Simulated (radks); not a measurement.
**Gd⁺ with its nuclear charge varied continuously**

The task here is to estimate one member of a computed series from the others.

Program: radks (a radial shooting solver on a logarithmic mesh, Libxc functionals) version 1. Level of theory: Dirac Kohn-Sham, PBE, spin-unpolarised, spherical densities, finite nucleus; open shells are shared between the two j in proportion to 2j + 1. These are calculated values, not measurements, unless marked.

## The system

- element: gadolinium (Z = 64)
- charge: +1
- electrons: 63
- configuration: [Xe] 4f7 5d1 6s1
- nuclear rms radius: 5.1569 fm

Outer shells as boxes (Hund's rule):

Gd⁺
```
[Xe] core
4f [↑ ][↑ ][↑ ][↑ ][↑ ][↑ ][↑ ]
5d [↑ ][  ][  ][  ][  ]
6s [↑ ]
```

Set-up of the first run:

Settings of this run:

```text
Z 64
configuration [Xe] 4f7 5d1 6s1
relativity Dirac
functional pbe,pbe
spin unpolarised
j_filling average
nucleus finite rms 5.1569 fm
c 137.035999084
```

Steps of the session up to this table: Z = 64.

One table of the session follows, with a row left open; its other results are not shown here.

It belongs to the step «Z = 64». Radial moments (bohr):

```
level     <r>  outermost maximum (interpolated)  90 % within  nodes
5s1/2   1.333                              1.20         1.92      4
5p1/2   1.494                              1.30         2.19      3
5p3/2   1.588                              1.38         2.33      3
4f5/2  0.8579                             0.564         1.47      0
4f7/2  0.8705                             0.569         1.49      0
6s1/2   3.663                              3.22         5.32      5
5d3/2       ?                                 ?            ?      ?
5d5/2   2.588                              1.94         4.10      2
```

Estimate the missing values for 5d3/2.

**Answer.** <r>: 2.522; outermost maximum (interpolated): 1.90; 90 % within: 3.99; nodes: 2. In the column «<r>» it lies between 5p3/2 (1.588) and 5d5/2 (2.588).
